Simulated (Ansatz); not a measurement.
**BF₂H₄NSi: how energies converge with the basis set**

How large a basis does BF₂H₄NSi need? Two functionals are run in growing sets.

Program: Ansatz 0.2.0, Gaussian basis. Level of theory: one geometry, several basis sets. These are calculated values, not measurements.

Plan: PBE0-D4/def2-SVP; ωB97M-V/def2-SVP; PBE0-D4/def2-QZVPP; ωB97M-V/def2-QZVPP; the functionals' def2-TZVPP values are taken from earlier runs.

## (1) Structure used throughout

All runs share one geometry, relaxed beforehand with PBE0-D4 in a triple-zeta def2 set.

SMILES `N[SiH2]B(F)F`, 9 atoms, charge 0, spin multiplicity 1.

Atoms are counted from 1 here; the program's logs count them from 0.

Bond lengths: N1–Si2 1.721 Å, N1–H6 1.008 Å, N1–H7 1.008 Å, Si2–B3 2.043 Å, Si2–H8 1.488 Å, Si2–H9 1.488 Å, B3–F4 1.323 Å, B3–F5 1.323 Å. Angles: Si2–N1–H6 119.4°, Si2–N1–H7 119.4°, H6–N1–H7 110.4°, N1–Si2–B3 116.7°, N1–Si2–H8 108.3°, N1–Si2–H9 108.3°, B3–Si2–H8 107.1°, B3–Si2–H9 107.1°, H8–Si2–H9 109.2°, Si2–B3–F4 121.7°, Si2–B3–F5 122.7°, F4–B3–F5 115.7°.

Coordinates:

```mol
BF2H4NSi
  3D, bonds by distance, orders not assigned

  9  8  0  0  0  0  0  0  0  0999 V2000
    0.6490    0.4248    1.4611 N   0  0
    0.2319   -0.6282    0.1649 Si  0  0
   -0.7494    0.2085   -1.4198 B   0  0
   -1.1224   -0.5123   -2.4646 F   0  0
   -1.0526    1.4950   -1.4739 F   0  0
   -0.0787    0.7899    2.0548 H   0  0
    1.3700    1.1153    1.3247 H   0  0
    1.4836   -1.2337   -0.3663 H   0  0
   -0.6430   -1.7057    0.7021 H   0  0
  1  2  8  0
  2  3  8  0
  3  4  8  0
  3  5  8  0
  1  6  8  0
  1  7  8  0
  2  8  8  0
  2  9  8  0
M  END
```

## (2) PBE0-D4 in def2-SVP

in.yaml

```yaml
crystal:
  periodic: [false, false, false]
  atoms:
    - {symbol: N, position_ang: [0.648963, 0.424821, 1.461062]}
    - {symbol: Si, position_ang: [0.231936, -0.628180, 0.164894]}
    - {symbol: B, position_ang: [-0.749392, 0.208470, -1.419844]}
    - {symbol: F, position_ang: [-1.122355, -0.512348, -2.464614]}
    - {symbol: F, position_ang: [-1.052631, 1.495048, -1.473948]}
    - {symbol: H, position_ang: [-0.078689, 0.789909, 2.054830]}
    - {symbol: H, position_ang: [1.369977, 1.115332, 1.324678]}
    - {symbol: H, position_ang: [1.483566, -1.233684, -0.366306]}
    - {symbol: H, position_ang: [-0.642975, -1.705668, 0.702148]}
basis:
  gaussian: {orbitals: def2-SVP}
hamiltonian: {xc: pbe0, dispersion: d4}
output: {orbitals: {seedname: orbitals}}
```

Run with:

```sh
$ ansatz run in.yaml --threads 2 --pin off --events-out ev --progress --plain --max-ram 4352MiB
```

The runs that follow: ωB97M-V in def2-SVP; PBE0-D4 in def2-QZVPP; ωB97M-V in def2-QZVPP.

Q: Predict the results of all the runs planned. Wanted: PBE0-D4: double and triple zeta above quadruple; ωB97M-V: double and triple zeta above quadruple.

**Answer**, as computed:

| quantity | value |
| --- | --- |
| PBE0-D4: double and triple zeta above quadruple | 12.86, 0.69 eV |
| ωB97M-V: double and triple zeta above quadruple | 13.04, 0.65 eV |

In words: PBE0-D4 gains 12.17 eV from double to triple zeta, then 0.69 eV more. These are total energies; as a rule much of such shifts cancels in differences, which this series doesn't test.
